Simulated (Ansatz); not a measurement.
# HgPt: one contact scaled

The task here is to estimate one member of a computed series from the others.

Computed with Ansatz 0.2.0 (DFT LDA, with the methods named in each step, unless a step's input says otherwise).

3 further runs of the same task are left out: 2 that didn't finish, 1 set aside as unsound or not needed.

## Starting point

The structure is tetragonal, space group P4/mmm (No. 123). The conventional cell has a = 2.971 Å, b = 2.971 Å, c = 3.825 Å, α = 90.00°, β = 90.00°, γ = 90.00°. Hg (site symmetry 4/mmm) is surrounded by 8 Pt at 2.84 Å and 4 Hg at 2.97 Å. Around Pt (site symmetry 4/mmm) lie 8 Hg at 2.84 Å and 4 Pt at 2.97 Å.

As a file:

```cif
data_structure
_symmetry_space_group_name_H-M 'P4/mmm'
_symmetry_Int_Tables_number 123
_cell_length_a 2.9710
_cell_length_b 2.9710
_cell_length_c 3.8250
_cell_angle_alpha 90.000
_cell_angle_beta 90.000
_cell_angle_gamma 90.000
_cell_volume 33.76
loop_
_atom_site_label
_atom_site_type_symbol
_atom_site_symmetry_multiplicity
_atom_site_Wyckoff_symbol
_atom_site_fract_x
_atom_site_fract_y
_atom_site_fract_z
_atom_site_occupancy
Hg1 Hg 1 a 0.00000 0.00000 0.00000 1
Pt1 Pt 1 d 0.50000 0.50000 0.50000 1
```

The file gives the conventional cell by its symmetry; the runs use the cell typed in the input.

Atoms are numbered in the order of the input: Hg1, Pt2.

Set-up of the first run:

File input.yaml:

```yaml
crystal:
  lattice:
    - [2.971, 0.0, 0.0]
    - [0.0, 2.971, 0.0]
    - [0.0, 0.0, 3.825]
  atoms:
    - { symbol: Hg, position: [0.0, 0.0, 0.0] }
    - { symbol: Pt, position: [0.5, 0.5, 0.5] }
kpoints:
  mp_grid: { grid: [10, 10, 8] }
scf:
  occupations: { method: fermi_dirac, width: 0.05 }
hamiltonian:
  xc: lda
  pseudopotentials: { kind: paw }
output:
  forces: true
  stress: true
  eigenvalues: true
  efg: { contact_densities: true }
  populations: true
```

Started as:

```console
ansatz run input.yaml --threads 1 --pin off --max-ram 2048MiB --backend cpu --events-out ev --progress --plain --runs-dir out
```

Steps of the session up to this table: Shortest bond scaled by 1, PAW; Shortest bond scaled by 1.1, PAW; Shortest bond scaled by 0.82, PAW; Shortest bond scaled by 0.76, PAW; Shortest bond scaled by 0.58, PAW; Shortest bond scaled by 0.58, PAW (level accurate).

One of the session's tables, all rows but one given; the rest of the session is left out.

```
              method  length (Å)  F from the given length (eV/cell)  force along the bond (eV/Å)  pressure (GPa)  largest force (eV/Å)
                 PAW       1.648                             24.469                       99.106          279.10                99.146
                 PAW       2.159                                  ?                            ?               ?                     ?
                 PAW       2.330                              1.175                        6.260           22.46                 6.387
                 PAW       2.841                              0.000                        0.000           -1.62                 0.000
                 PAW       3.125                              0.280                       -2.207            4.97                 2.312
PAW (level accurate)       1.648                                  –                       99.448          280.59                99.489
```

**Question.** Estimate the row for PAW, 2.159.

As computed: F from the given length (eV/cell): 2.738; force along the bond (eV/Å): 12.814; pressure (GPa): 47.40; largest force (eV/Å): 12.928.

Limits of these values: Warnings in the runs' records: gradients without spin orbit.
